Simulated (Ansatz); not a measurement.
# FGeHS: the cost of one run

Computed with Ansatz 0.2.0, driven from Python. Level of theory: PBE0/def2-SVP.

## Step 1: The structure

Bond lengths: F1–Ge2 1.693 Å, Ge2–S3 2.220 Å, S3–H4 1.501 Å. Angles: F1–Ge2–S3 109.0°, Ge2–S3–H4 92.6°.

The script reads fgehs.xyz:

```xyz
4

F    -1.99740    0.47800    0.74640
Ge   -0.38840   -0.02470    0.89910
S     0.55980   -0.03110   -1.10830
H     1.88160   -0.48250   -0.55740
```

## Step 2: The script

File relaxed_scan_fgehs.py:

```python
'''Relaxed scan of one distance in FGeHS.'''

from dataclasses import dataclass

import ansatz as az
import numpy as np


@dataclass
class Options:
    basis_set: str = 'def2-SVP'
    functional: str = 'pbe0'


opts = Options()

molecule = az.Crystal.molecule_from_extxyz('fgehs.xyz')

model = (
    molecule.calculation()
    .basis(gaussian=opts.basis_set)
    .functional(opts.functional)
)
symbols = [site.symbol for site in molecule.cartesian_sites]
pairs = [(0, 1), (1, 2), (2, 3)]
print('held (A)   E (eV)        ', '  '.join(f'{symbols[i]}{i}-{symbols[j]}{j}' for i, j in pairs))
for length in [2.04, 2.22, 2.4, 2.66, 3.0]:
    summary = model.relax(constraints=[az.DistanceConstraint((1, 2), at=length)], force_tolerance=0.02, max_steps=60).run(threads=1, pin='off').report
    xyz = np.array(summary['positions_ang'])
    print(f'{length:6.2f} {summary["free_energy_ev"]:14.5f}  ', '  '.join(f'{np.linalg.norm(xyz[i] - xyz[j]):.3f}' for i, j in pairs))
```

## Step 3: What the engine is handed

The package turns the script's settings into the engine's input (first run):

```yaml
crystal:
  periodic: [false, false, false]
  atoms:
    - { symbol: F, position_ang: [-1.9974, 0.478, 0.7464] }
    - { symbol: Ge, position_ang: [-0.3884, -0.0247, 0.8991] }
    - { symbol: S, position_ang: [0.5598, -0.0311, -1.1083] }
    - { symbol: H, position_ang: [1.8816, -0.4825, -0.5574] }
basis:
  gaussian:
    orbitals: def2-SVP
hamiltonian:
  xc: pbe0
relax:
  f_tol: 0.02
  max_steps: 60
  constraints:
    - { distance: [1, 2], at: 2.04 }
```

## Step 4: The run

Run with:

```sh
$ python relaxed_scan_fgehs.py
```

Q: Estimate wall time and peak memory on 1 thread of Arm Neoverse V1, shared host.

About 76 s, with a peak of 0.21 GiB.
